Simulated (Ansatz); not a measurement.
# AlFe (Pm-3m): exchange couplings and spin waves

How strongly are the moments of AlFe (Pm-3m) coupled, and at what temperature would they order?

Method: DFT LDA, scalar-relativistic, plane waves, PAW, in Ansatz 0.2.0.

## (1) The structure to begin with

The structure is cubic, space group Pm-3m (No. 221). The conventional cell has a = 2.910 Å, b = 2.910 Å, c = 2.910 Å, α = 90.00°, β = 90.00°, γ = 90.00°. Around Al (site symmetry m-3m) lie 8 Fe at 2.52 Å. Fe (site symmetry m-3m) is surrounded by 8 Al at 2.52 Å.

Structure file:

```
CELL_PARAMETERS angstrom
2.91000 0.00000 0.00000
0.00000 2.91000 0.00000
0.00000 0.00000 2.91000
ATOMIC_POSITIONS crystal
Al 0.00000 0.00000 0.00000
Fe 0.50000 0.50000 0.50000
```

The cell is the deposited one, not relaxed. An earlier run on this cell at LDA gave -16.21 GPa at 12.321 Å³/atom (12×12×12 mesh), metallic, moments in the atoms' spheres Fe 0.77 μB. The cell is stretched at this level.

## (2) Exchange couplings, spin waves and anisotropy by the force theorem

Contents of input.yaml:

```yaml
crystal:
  lattice:
    - [2.9100011415, 0.0, 0.0]
    - [0.0, 2.9100011415, 0.0]
    - [0.0, 0.0, 2.9100011415]
  atoms:
    - { symbol: Al, position: [0.0, 0.0, 0.0] }
    - { symbol: Fe, position: [0.5, 0.5, 0.5], spin: 0.84 }
basis:
  ecutwfc: 420
  ecutrho_ratio: 4
kpoints:
  mp_grid: { grid: [10, 10, 10] }
  band_path:
    path:
      - [[0.0, 0.0, 0.0], [0.0, 0.5, 0.0], [0.5, 0.5, 0.0], [0.0, 0.0, 0.0], [0.5, 0.5, 0.5], [0.0, 0.5, 0.0]]
      - [[0.5, 0.5, 0.5], [0.5, 0.5, 0.0]]
    npoints: 6
hamiltonian:
  xc: lda
scf:
  occupations: { method: gaussian, width: 0.05 }
  lower_state_search: "off"
output:
  forces: true
  stress: true
  eigenvalues: true
  populations: true
  eigenstates:
    nscf_kmesh: { grid: [10, 10, 10] }
    top_band: c24
    exchange_couplings: { magnetic: [{ site: 1 }] }
    magnetocrystalline_anisotropy: {}
magnetization:
  spin_polarized: true
checkpoint:
  read: start.run
  write: ck
  compress: false
  write_wavefunctions: false
  write_every: 100000
```

start.run is the folder with the converged state of an earlier run on this cell.

The run is started by

```bash
$ ansatz run input.yaml --threads 4 --pin off --max-ram 9216MiB --backend cpu --events-out ev --progress --plain --runs-dir out
```

What does the calculation give? Wanted: strongest shell; highest spin wave on the path; mean-field ordering temperature; ordering temperature, random-phase; anisotropy.

As calculated:

| quantity | value |
| --- | --- |
| strongest shell | Fe–Fe at 2.91 Å, J = 3.212 meV × 6 |
| highest spin wave on the path | 285.0 meV |
| mean-field ordering temperature | 200 K at q = (0.00, 0.00, 0.00) |
| ordering temperature, random-phase (Tyablikov) | 165 K |
| anisotropy | not resolved |

In words: The shell that weighs most is Fe–Fe at 2.91 Å and favours parallel moments. No spin-wave energy is negative on the path. For classical moments, mean-field theory puts the ordering at 200 K and the random-phase form, which counts the spin waves, at 165 K. The couplings belong to the order typed, which need not be the compound's real one. The anisotropy, 0.0006 meV per cell, is smaller than its spread over meshes, so no easy axis is named.
